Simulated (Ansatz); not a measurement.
# HfCl4 (SMILES [Cl][Hf]([Cl])([Cl])[Cl]): CCSD/def2-SVP (core potential)

What is the vertical ionisation energy of HfCl4 at CCSD/def2-SVP (core potential)? 

The results are computed with Ansatz 0.2.0.

## Step 1: The structure to begin with

HfCl4 has 5 atoms, charge 0, and is taken as a singlet. SMILES: `[Cl][Hf]([Cl])([Cl])[Cl]`. Geometry: relaxed at PBE0-D4/def2-TZVP.

Bond lengths: Cl1–Hf2 2.318 Å, Hf2–Cl3 2.318 Å, Hf2–Cl4 2.318 Å, Hf2–Cl5 2.318 Å. Angles: Cl1–Hf2–Cl3 109.5°, Cl1–Hf2–Cl4 109.5°, Cl1–Hf2–Cl5 109.5°, Cl3–Hf2–Cl4 109.5°, Cl3–Hf2–Cl5 109.5°, Cl4–Hf2–Cl5 109.5°.

## Step 2: The energy at CCSD/def2-SVP (core potential)

molecule.yaml

```yaml
crystal:
  periodic: [false, false, false]
  atoms:
    - {symbol: Cl, position_ang: [-0.049920, -0.218520, 2.307050]}
    - {symbol: Hf, position_ang: [0.000120, -0.000030, 0.000030]}
    - {symbol: Cl, position_ang: [1.506260, -1.521760, -0.888040]}
    - {symbol: Cl, position_ang: [-2.112190, -0.411630, -0.860750]}
    - {symbol: Cl, position_ang: [0.655730, 2.151940, -0.558290]}
basis:
  gaussian: {orbitals: def2-SVP}
scf: {omitted_lower_state_checks: [cluster_reference, increment]}
correlation: {method: ccsd, frozen_orbitals: {Cl: 5, Hf: 0}}
accuracy: high
```

Launch:

```
$ ansatz run molecule.yaml --threads 1 --pin off --max-ram 3480MiB --events-out events.jsonl --progress --plain --runs-dir runs
```

Log (excerpt; [...] marks lines left out):

```text
Warning: RAYON_NUM_THREADS=1 ignored (pool sized by the plan → 1); use --threads N
Functional definition: HF
  name "HF"
[...]
2067 factors; integrals over basis functions are off by at most 3.9e-8 eV
[...]
mean field -51299.90851466 eV, -1885.2368655869 hartree, gradient 4.2e-8 eV, S^2 0.000000; 0 other end points of the search recorded, 0 dependent functions left out
20 core orbitals not correlated: weight in the atoms' cores, before any rotation towards them, 1.000 or more for the frozen orbitals, at most 0.000 for the correlated occupied ones
reference -51299.90851466 eV, -1885.2368655869 hartree; 20, 20 occupied and 64, 64 virtual orbitals, 2067 factors
second order -20.17861067 eV of doubles, -0.00000000 eV of singles
cycle   1  -20.63907620 eV  change   -4.6e-1 eV  update   1.4e-1
[...]
cycle  20  -21.18408403 eV  change  -4.9e-10 eV  update   1.2e-9
Total energy: -51321.09259870 eV, -1886.0153663161 hartree
Checks for a lower state left out: cluster_reference, increment
```

It took 12 s on 1 thread of AMD EPYC 9R45 (Zen 5), shared host; peak memory 0.67 GiB.

## Step 3: The doublet cation, same level

in.yaml

```yaml
crystal:
  periodic: [false, false, false]
  atoms:
    - symbol: Cl
      position_ang: [-0.049920, -0.218520, 2.307050]
    - symbol: Hf
      position_ang: [0.000120, -0.000030, 0.000030]
    - symbol: Cl
      position_ang: [1.506260, -1.521760, -0.888040]
    - symbol: Cl
      position_ang: [-2.112190, -0.411630, -0.860750]
    - symbol: Cl
      position_ang: [0.655730, 2.151940, -0.558290]
basis:
  gaussian: {orbitals: def2-SVP}
total_charge: 1
magnetization: {spin_polarized: true, initial_magnetization: 1}
correlation: {method: ccsd, frozen_orbitals: {Cl: 5, Hf: 0}}
accuracy: high
scf: {omitted_lower_state_checks: [cluster_reference, increment]}
```

Launch:

```
$ ansatz run in.yaml --threads 1 --pin off --max-ram 3480MiB --events-out events.jsonl --progress --plain --runs-dir runs
```

Log (excerpt; [...] marks lines left out):

```text
Warning: RAYON_NUM_THREADS=1 ignored (pool sized by the plan → 1); use --threads N
[... 2 set-up lines as earlier in the session ...]
[...]
2067 factors; integrals over basis functions are off by at most 3.9e-8 eV
[...]
mean field -51288.15731510 eV, -1884.8050169681 hartree, gradient 2.6e-8 eV, S^2 0.757965; 20 other end points of the search recorded, 0 dependent functions left out
20 core orbitals not correlated: weight in the atoms' cores, before any rotation towards them, 1.000 or more for the frozen orbitals, at most 0.000 for the correlated occupied ones
reference -51288.15731510 eV, -1884.8050169681 hartree; 20, 19 occupied and 64, 65 virtual orbitals, 2067 factors
second order -19.71018374 eV of doubles, -0.00000000 eV of singles
cycle   1  -20.16153751 eV  change   -4.5e-1 eV  update   1.7e-1
[...]
cycle  75  -20.97090406 eV  change   4.3e-10 eV  update   1.5e-9
Total energy: -51309.12821915 eV, -1885.5756834777 hartree
Checks for a lower state left out: cluster_reference, increment
```

Run time: 4 min. Hardware: 1 thread of AMD EPYC 9R45 (Zen 5), shared host; peak memory 1.5 GiB.

## Step 4: Results

Level: CCSD/def2-SVP (core potential), 20 core orbitals frozen.

```
                                                    quantity           value
                                 singlet HfCl4: total energy  -1886.01537 Eh
 singlet HfCl4: correlation energy (20 core orbitals frozen)      -778.5 mEh
                                singlet HfCl4: T1 diagnostic           0.015
                                doublet cation: total energy  -1885.57568 Eh
doublet cation: correlation energy (20 core orbitals frozen)      -770.7 mEh
           doublet cation: ⟨S²⟩ of the reference determinant           0.758
                               doublet cation: T1 diagnostic           0.058
          vertical ionisation energy (to the doublet cation)       11.964 eV
```

What this shows: The vertical ionisation energy comes to 11.96 eV (276 kcal/mol). The T1 diagnostic (doublet cation) of 0.058 is above the customary mark for such species, so a single reference may not serve.
